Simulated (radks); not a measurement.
# O⁺ in 1s1 2s2 2p4: an all-electron calculation

An exercise on one series of results from a longer session: the logs are not shown, and one member is left open.

Program: radks (a radial shooting solver on a logarithmic mesh, Libxc functionals) version 1. Level of theory: scalar-relativistic Kohn-Sham, Wu-Cohen GGA, spin-polarised, spherical densities, finite nucleus; open shells are filled with parallel spins first. These are calculated values, not measurements, unless marked.

**Starting point**

```
element            : oxygen (Z = 8)
charge             : +1
electrons          : 7
configuration      : 1s1 2s2 2p4
nuclear rms radius : 2.6991 fm
```

Outer shells as boxes (Hund's rule):

O⁺
```
1s [↑ ]
2s [↑↓]
2p [↑↓][↑ ][↑ ]
```

Set-up of the first run:

Settings of this run:

```text
Z 8
configuration 1s1 2s2 2p4 3s0 3p0
relativity scalar-relativistic
functional wc,pbe
spin polarised
nucleus finite rms 2.6991 fm
c 137.035999084
```

Among the steps run: Self-consistent calculation.

One of the session's tables, all rows but one given; the rest of the session is left out.

It belongs to the step «Orbitals and density». Sizes of the orbitals, from the radial functions (bohr):

| level | <r> | outermost maximum (interpolated) | 90 % within |
| --- | --- | --- | --- |
| 1s up | 0.1911 | 0.125 | 0.341 |
| 1s down | 0.1959 | 0.127 | 0.351 |
| 2s up | 0.9981 | 0.787 | 1.58 |
| 2s down | 1.046 | 0.817 | 1.67 |
| 2p up | 0.9523 | 0.669 | 1.62 |
| 2p down | ? | ? | ? |

**Question.** Estimate the row for 2p down.

The run gave: <r>: 1.041; outermost maximum (interpolated): 0.717; 90 % within: 1.78. In the column «<r>» it lies between 2s up (0.9981) and 2s down (1.046).
